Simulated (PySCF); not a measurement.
**C₂H₁₀BN: geometry, NMR shifts, spin-spin couplings, electronic excitations and core binding energies**

Aim: predict the NMR shifts, spin-spin couplings, electronic excitations and core binding energies of C₂H₁₀BN (`C[BH-](C)[NH3+]`).

The runs use PySCF 2.14.0, with density-fitted response routines of our own; the level of theory stands in each step. All values are computed, except where a source is named. Atoms are numbered from 0 throughout.

### 1 The starting structure

14 atoms, charge 0, multiplicity 1; geometry from: GFN2-xTB.

Bonds of the start (Å): C0–B1 1.62, B1–C2 1.62, B1–N3 1.67, C0–H4 1.09, C0–H5 1.09, C0–H6 1.09, B1–H7 1.19, C2–H8 1.09, C2–H9 1.09, C2–H10 1.09, N3–H11 1.01, N3–H12 1.01, N3–H13 1.01.

### 2 Relaxing the molecule at PBE0-D3(BJ)/def2-SVP

What the job is given:

```
{"job": {"xc": "PBE0", "basis": "def2-SVP", "d3": "d3bj", "grid": 1, "kind": "geom"}, "charge": 0, "multiplicity": 1}
C     -0.453277     1.425476     0.368681
B      0.131683     0.169570    -0.474253
C      1.438133    -0.514762     0.200856
N     -1.053085    -0.995723    -0.357094
H      0.249347     2.254690     0.370847
H     -0.642652     1.177162     1.414069
H     -1.386036     1.811521    -0.045372
H      0.244818     0.380382    -1.643109
H      1.758102    -1.417513    -0.322111
H      1.276794    -0.787121     1.245033
H      2.285596     0.165722     0.187146
H     -1.171301    -1.200370     0.629349
H     -1.919655    -0.639334    -0.744100
H     -0.759145    -1.830172    -0.852107
```

**Question.** This job is followed by: GIAO PBE0/pcSseg-1 NMR shielding, non-relativistic, gas phase; B3LYP/pcJ-1 indirect spin-spin coupling, non-relativistic, gas phase; TDDFT PBE0/def2-SVPD, vertical, gas phase, core orbitals frozen in the response; GIAO PBE/pcSseg-2 NMR shielding, non-relativistic, gas phase; delta-SCF UKS SCAN, pcX-2 on the ionised atom, pcseg-1 elsewhere, spin-free X2C. What will the session give for the following? point group; rotational constants (main isotopes); 13C shifts against TMS (PBE0/pcSseg-1, means over atoms taken as alike); 1H shifts against TMS (PBE0/pcSseg-1, means over atoms taken as alike); 11B shifts against BF3·OEt2 (PBE0/pcSseg-1); 15N shifts against NH3 (PBE0/pcSseg-1); largest coupling of the table (B3LYP/pcJ-1); lowest singlet (PBE0/def2-SVPD); brightest single state of those computed; lowest triplet; vertical ionisation energy (ΔSCF); C1s binding energies, SCAN/pcX-2; B1s binding energies, SCAN/pcX-2; N1s binding energies, SCAN/pcX-2; range of the shift of N3.

As calculated:

```
                                                               quantity                        value
                                                            point group                           Cs
                                   rotational constants (main isotopes)         7.01, 6.77, 3.99 GHz
13C shifts against TMS (PBE0/pcSseg-1, means over atoms taken as alike)                      8.5 ppm
 1H shifts against TMS (PBE0/pcSseg-1, means over atoms taken as alike)        2.52, 2.23, -0.21 ppm
                            11B shifts against BF3·OEt2 (PBE0/pcSseg-1)                    -14.0 ppm
                                 15N shifts against NH3 (PBE0/pcSseg-1)                     59.4 ppm
                            largest coupling of the table (B3LYP/pcJ-1)      1J(C,H) C0–H4, 120.0 Hz
                                        lowest singlet (PBE0/def2-SVPD)  6.01 eV (206 nm), f = 0.002
                               brightest single state of those computed  state 5, 7.71 eV, f = 0.131
                                                         lowest triplet                      5.89 eV
                                      vertical ionisation energy (ΔSCF)                      9.51 eV
                                       C1s binding energies, SCAN/pcX-2                 C0 289.04 eV
                                       B1s binding energies, SCAN/pcX-2                 B1 193.86 eV
                                       N1s binding energies, SCAN/pcX-2                 N3 407.82 eV
                                               range of the shift of N3             59.4 to 61.0 ppm
```

What this shows: Relaxing lowered the energy by 0.067 eV in 3 steps; the close pair that moved most is B1–H7, from 1.193 to 1.234 Å. At PBE0/pcSseg-1: Shielding is most anisotropic at B1 (span 27 ppm, paramagnetic term -70 ppm). Of the pairs tabulated at B3LYP/pcJ-1, C0–H4 (mean over like pairs) couples most strongly (120.0 Hz; Fermi contact 117.7 Hz). The first singlet state (HOMO→LUMO 0.99) lies at 6.01 eV and is weak; of the 10 states computed, the strongest absorption comes from state 5 at 7.71 eV. The lowest triplet lies 0.12 eV below the lowest singlet (triplets in Tamm-Dancoff, singlets in full TDDFT). The orbital energy would give 7.30 eV for ionisation, ΔSCF gives 9.51 eV. In ppm, N3 moves most: its shift spreads over 1.6 ppm, from 59.4 (PBE0/pcSseg-1) to 61.0 (PBE/pcSseg-2).
